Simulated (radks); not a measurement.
# Gd²⁺ in [Xe] 4f7 5d1: an all-electron calculation

Aim: the levels, the sizes of the orbitals and the parts of the energy of the gadolinium ion Gd2+.

The numbers are computed with radks (a radial shooting solver on a logarithmic mesh, Libxc functionals) version 1 (scalar-relativistic Kohn-Sham, PBEsol, spin-unpolarised, spherical densities, point nucleus), except any that are marked as measured or tabulated.

### Step 1. Starting point

```
element       : gadolinium (Z = 64)
charge        : +2
electrons     : 62
configuration : [Xe] 4f7 5d1
```

Outer shells as boxes (Hund's rule):

Gd²⁺
```
[Xe] core
4f [↑ ][↑ ][↑ ][↑ ][↑ ][↑ ][↑ ]
5d [↑ ][  ][  ][  ][  ]
```

### Step 2. The calculation

The run's settings:

```text
Z 64
configuration [Xe] 4f7 5d1 6s0 6p0 5f0 6d0
relativity scalar-relativistic
functional pbe_sol,pbe_sol
spin unpolarised
nucleus point
c 137.035999084
```

**Question.** What will this run give?

**Answer**, as computed:

```
                        quantity                 value
                    total energy   -11266.5879 hartree
exchange-correlation share of it                2.17 %
                            −T/E                1.0738
          highest occupied level        5d, -15.139 eV
    most extended occupied level   5d, <r> = 2.35 bohr
 radius at density 0.001 e/bohr³             3.69 bohr
    maxima of the radial density                     4
         ionisation energy, NIST  20.54 (semi-emp.) eV
```

What this shows: 5 principal shells are occupied and 4 maxima appear in the radial density; where shells overlap, one shows as a shoulder or not at all. −T/E is 1.074: with relativity the kinetic term as defined here no longer equals −E. Minus the highest eigenvalue, 15.139 eV, is 74 % of the tabulated ionisation energy (20.54 eV); the potential of a semilocal functional falls off too fast, so its top eigenvalue is too shallow. Spin polarisation and multiplet splitting are left out. Spin-orbit splitting is averaged out at the scalar-relativistic level.
